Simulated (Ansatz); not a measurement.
# Cu+ with H₂S: structure and interaction energy

One table from this session's results is given with a row withheld; the runs are named, their logs left out.

The runs use Ansatz 0.2.0, Gaussian basis; PBE0-D4 structure, single points in def2-TZVPPD.

Levels: PBE-D4, revPBE-D4, BLYP-D4, r2SCAN-D4, B97M-V, PBE0-D4, B3LYP-D4, HSE06-D4, wB97X-V, wB97M-V, B2PLYP, Hartree-Fock, MP2, CCSD, CCSD(T). The reference is CCSD(T) extrapolated to the basis limit. For elements past Ar these valence bases correlate outer-core shells poorly and lack relativity, so that limit is rough.

Correlated methods freeze the cores. The 3s and 3p shells of Cu and Zn are frozen; filled d shells are correlated. B3LYP uses VWN-RPA correlation. B2PLYP carries no dispersion term here.

163 further runs of the same task are left out: 163 set aside as unsound or not needed.

**Where the work starts**

The pair, from a GFN2-xTB docking trial: 4 atoms, charge 1, spin multiplicity 1.

Atoms are counted from 1 here; the program's logs count them from 0.

Bond lengths: Cu1–S2 2.317 Å, S2–H3 1.339 Å, S2–H4 1.337 Å. Angles: Cu1–S2–H3 100.1°, Cu1–S2–H4 100.1°, H3–S2–H4 93.0°.

Coordinates:

```xyz
4
charge 1, multiplicity 1
Cu   -0.8705   -0.3246   -1.6663
S     0.3027   -0.4620    0.3269
H     1.1075    0.6009    0.2004
H    -0.5397    0.1857    1.1389
```

Atoms 1 to 1 are fragment A (Cu+), the rest fragment B (H₂S).

The first run:

pre/in.yaml

```yaml
crystal:
  periodic: [false, false, false]
  atoms:
    - {symbol: Cu, position_ang: [-0.870500, -0.324600, -1.666300]}
    - {symbol: S, position_ang: [0.302700, -0.462000, 0.326900]}
    - {symbol: H, position_ang: [1.107500, 0.600900, 0.200400]}
    - {symbol: H, position_ang: [-0.539700, 0.185700, 1.138900]}
basis:
  gaussian: {orbitals: def2-SVP}
total_charge: 1
hamiltonian: {xc: pbe, dispersion: d4}
relax: {f_tol: 0.03, max_steps: 250}
```

Started as:

```bash
ansatz run in.yaml --threads 2 --pin off --events-out ev --progress --plain --max-ram 5222MiB
```

Steps of the session up to this table: A first relaxation in a small basis; Relaxation at PBE0-D4; wB97X-V/def2-TZVPPD; wB97M-V/def2-TZVPPD; B2PLYP/def2-TZVPPD; B97M-V/def2-TZVPPD; CCSD(T)/def2-TZVPPD; MP2/def2-QZVPPD; Hartree-Fock/STO-3G; SPW92/def2-SVP; wB97M-V/def2-SVP; CCSD(T)/def2-SVP; Vibrations of the pair.

One table of the session follows, with a row left open; its other results are not shown here.

| method | interaction (kJ/mol) |
| --- | --- |
| PBE-D4 | -231.34 |
| revPBE-D4 | -214.76 |
| BLYP-D4 | -224.31 |
| r2SCAN-D4 | -226.06 |
| B97M-V | -215.72 |
| PBE0-D4 | -199.55 |
| B3LYP-D4 | -201.49 |
| HSE06-D4 | -199.06 |
| wB97X-V | -186.93 |
| wB97M-V | -185.55 |
| B2PLYP | -186.29 |
| Hartree-Fock | -102.67 |
| MP2 | -171.64 |
| CCSD | -149.93 |
| CCSD(T) | -159.48 |
| CCSD(T)/CBS | ? |

Q: Estimate the row for CCSD(T)/CBS from the others.

As computed: interaction (kJ/mol): -179.01. In the column «interaction (kJ/mol)» it lies between wB97M-V (-185.55) and MP2 (-171.64).

Among the levels timed on like hardware and quicker than the yardstick, those that no quicker one beats, quickest first: PBE-D4 (3.3 s, -52.33 kJ/mol); revPBE-D4 (3.4 s, -35.75 kJ/mol); PBE0-D4 (4.5 s, -20.53 kJ/mol); HSE06-D4 (5.3 s, -20.05 kJ/mol); B2PLYP (9.6 s, -7.28 kJ/mol); wB97M-V (15 s, -6.53 kJ/mol).

wB97M-V reaches 6.53 kJ/mol from the reference in 15 s, where CCSD(T)/CBS took 35 s; the quickest level in the cost chart, PBE-D4, takes 3.3 s and misses by 52.33 kJ/mol.

Limits of these values: A lower arrangement may exist.
